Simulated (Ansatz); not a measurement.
**In3Sb: properties at the relaxed cell**

Aim: for In3Sb, fit an equation of state.

Method: DFT PBEsol+D3(BJ), scalar-relativistic, plane waves, PAW, in Ansatz 0.2.0.

### 1 The system as given

The structure is cubic, space group Pm-3m (No. 221). The conventional cell has a = 4.640 Å, b = 4.640 Å, c = 4.640 Å, α = 90.00°, β = 90.00°, γ = 90.00°. Around In (site symmetry 4/mmm) lie 8 In at 3.28 Å and 4 Sb at 3.28 Å. Around Sb (site symmetry m-3m) lie 12 In at 3.28 Å.

As a file:

```cif
data_structure
_symmetry_space_group_name_H-M 'P 1'
_symmetry_Int_Tables_number 1
_cell_length_a 4.6402
_cell_length_b 4.6402
_cell_length_c 4.6402
_cell_angle_alpha 90.000
_cell_angle_beta 90.000
_cell_angle_gamma 90.000
_cell_volume 99.91
loop_
_atom_site_label
_atom_site_type_symbol
_atom_site_fract_x
_atom_site_fract_y
_atom_site_fract_z
_atom_site_occupancy
In1 In 0.50000 0.50000 0.00000 1
In2 In 0.50000 0.00000 0.50000 1
In3 In 0.00000 0.50000 0.50000 1
Sb1 Sb 0.00000 0.00000 0.00000 1
```

It goes back to an entry of the Materials Project, which need not be the stable form.

It is the result of an earlier relaxation at this level (volume 24.98 Å³/atom; gap on the mesh: none (metal)).

### 2 Point at V/V0 = 0.97

input.yaml

```yaml
crystal:
  lattice:
    - [4.5933638116, 0.0, 0.0]
    - [0.0, 4.5933638116, 0.0]
    - [0.0, 0.0, 4.5933638116]
  atoms:
    - { symbol: In, position: [0.5, 0.5, 0.0] }
    - { symbol: In, position: [0.5, 0.0, 0.5] }
    - { symbol: In, position: [0.0, 0.5, 0.5] }
    - { symbol: Sb, position: [0.0, 0.0, 0.0] }
basis:
  ecutwfc: 420
kpoints:
  mp_grid: { grid: [10, 10, 10] }
hamiltonian:
  xc: pbesol
  dispersion: d3bj
scf:
  occupations: { method: gaussian, width: 0.1 }
output:
  forces: true
  stress: true
  eigenvalues: true
```

Started as:

```sh
$ ansatz run input.yaml --threads 1 --pin off --max-ram 2560MiB --backend cpu --events-out ev --progress --plain --runs-dir out
```

### 3 Volume × 1.03

Changes to input.yaml since step 2:

```diff
@@ -2,5 +2,5 @@
   lattice:
-    - [4.5933638116, 0.0, 0.0]
-    - [0.0, 4.5933638116, 0.0]
-    - [0.0, 0.0, 4.5933638116]
+    - [4.6861840481, 0.0, 0.0]
+    - [0.0, 4.6861840481, 0.0]
+    - [0.0, 0.0, 4.6861840481]
   atoms:
```

### 4 Point at V/V0 = 0.94

Changes to input.yaml since step 3:

```diff
@@ -2,5 +2,5 @@
   lattice:
-    - [4.6861840481, 0.0, 0.0]
-    - [0.0, 4.6861840481, 0.0]
-    - [0.0, 0.0, 4.6861840481]
+    - [4.5455127921, 0.0, 0.0]
+    - [0.0, 4.5455127921, 0.0]
+    - [0.0, 0.0, 4.5455127921]
   atoms:
@@ -23 +23,5 @@
   eigenvalues: true
+  write_density: true
+  write_potential: true
+  elf: true
+  volumetric_format: npy
```

### 5 Point at V/V0 = 1.06

Changes to input.yaml since step 4:

```diff
@@ -2,5 +2,5 @@
   lattice:
-    - [4.5455127921, 0.0, 0.0]
-    - [0.0, 4.5455127921, 0.0]
-    - [0.0, 0.0, 4.5455127921]
+    - [4.7312462744, 0.0, 0.0]
+    - [0.0, 4.7312462744, 0.0]
+    - [0.0, 0.0, 4.7312462744]
   atoms:
```

### 6 The cell scaled to 0.91 of its volume

Changes to input.yaml since step 5:

```diff
@@ -2,5 +2,5 @@
   lattice:
-    - [4.7312462744, 0.0, 0.0]
-    - [0.0, 4.7312462744, 0.0]
-    - [0.0, 0.0, 4.7312462744]
+    - [4.4966325222, 0.0, 0.0]
+    - [0.0, 4.4966325222, 0.0]
+    - [0.0, 0.0, 4.4966325222]
   atoms:
@@ -23,5 +23 @@
   eigenvalues: true
-  write_density: true
-  write_potential: true
-  elf: true
-  volumetric_format: npy
```

### 7 The cell scaled to 1.10 of its volume

Changes to input.yaml since step 6:

```diff
@@ -2,5 +2,5 @@
   lattice:
-    - [4.4966325222, 0.0, 0.0]
-    - [0.0, 4.4966325222, 0.0]
-    - [0.0, 0.0, 4.4966325222]
+    - [4.7900255303, 0.0, 0.0]
+    - [0.0, 4.7900255303, 0.0]
+    - [0.0, 0.0, 4.7900255303]
   atoms:
```

### 8 Point at V/V0 = 0.88

Changes to input.yaml since step 7:

```diff
@@ -2,5 +2,5 @@
   lattice:
-    - [4.7900255303, 0.0, 0.0]
-    - [0.0, 4.7900255303, 0.0]
-    - [0.0, 0.0, 4.7900255303]
+    - [4.4466658028, 0.0, 0.0]
+    - [0.0, 4.4466658028, 0.0]
+    - [0.0, 0.0, 4.4466658028]
   atoms:
```

(Steps that only read results are left out.)

What does the calculation give? Wanted: equilibrium volume of the fit; bulk modulus.

The runs gave:

```
                     quantity          value
equilibrium volume of the fit  24.97 Å³/atom
                 bulk modulus         53 GPa
      its pressure derivative            5.0
```

In words: The fit puts the minimum at 24.97 Å³/atom with B = 53 GPa and B' = 5.0. Spin-orbit coupling is left out for Sb.
